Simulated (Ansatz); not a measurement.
BBr: the interaction energy of a dimer with the counterpoise correction, run with Ansatz 0.2.0, Python API.

The script, `dimer_bbr.py`:
```python
"""Interaction energy of two BBr molecules, with the counterpoise correction."""

import ansatz

FIRST = [
    ("B", (0.0, 0.0, -0.965)),
    ("Br", (0.0, 0.0, 0.965)),
]
SECOND = [
    ("B", (-1.8491, -3.3102, -3.0848)),
    ("Br", (-2.7626, -2.4776, -1.6025)),
]

def energy(atoms, ghosts=()):
    molecule = ansatz.Crystal.molecule()
    for symbol, xyz in atoms:
        molecule = molecule.atom(symbol, xyz)
    calc = (
        molecule.calculation()
        .basis(gaussian="def2-SVP")
        .functional("pbe", dispersion="d4")
    )
    deck = calc.input()
    if ghosts:
        deck = deck.set(ansatz.key.basis.gaussian.ghost_atoms, [{"symbol": s, "position_ang": list(xyz)} for s, xyz in ghosts])
    return ansatz.Session.from_dict(deck).plan().execute().report["free_energy_ev"]


def main() -> None:
    # monomers in their own basis and in the basis of the dimer
    both = energy(FIRST + SECOND)
    alone = energy(FIRST) + energy(SECOND)
    ghosted = energy(FIRST, SECOND) + energy(SECOND, FIRST)
    print(f"dimer {both:.6f} eV")
    print(f"interaction, uncorrected   {96.485332 * (both - alone):8.3f} kJ/mol")
    print(f"interaction, counterpoise  {96.485332 * (both - ghosted):8.3f} kJ/mol")
    print(f"basis-set superposition    {96.485332 * (alone - ghosted):8.3f} kJ/mol")


if __name__ == "__main__":
    main()
```

How large is the interaction at this pose, and how much of it is basis-set superposition?

Uncorrected it is -5.673 kJ/mol, with the counterpoise correction -4.116 kJ/mol; the difference, 1.56 kJ/mol, is the superposition error.

The output:

`python dimer_bbr.py` gives:
```text
dimer -141399.601440 eV
interaction, uncorrected     -5.673 kJ/mol
interaction, counterpoise    -4.116 kJ/mol
basis-set superposition       1.557 kJ/mol
```

Total energies depend on the basis set; only differences at equal settings carry meaning. The dimer is a generated trial pose of unrelaxed monomers, not a minimum, so the figure is no binding energy, and the basis set is small. The spin state was assumed, and another may lie lower. Finished in 4.7 s on 1 thread of Arm Neoverse V2, on a shared host, peak memory 0.18 GiB.
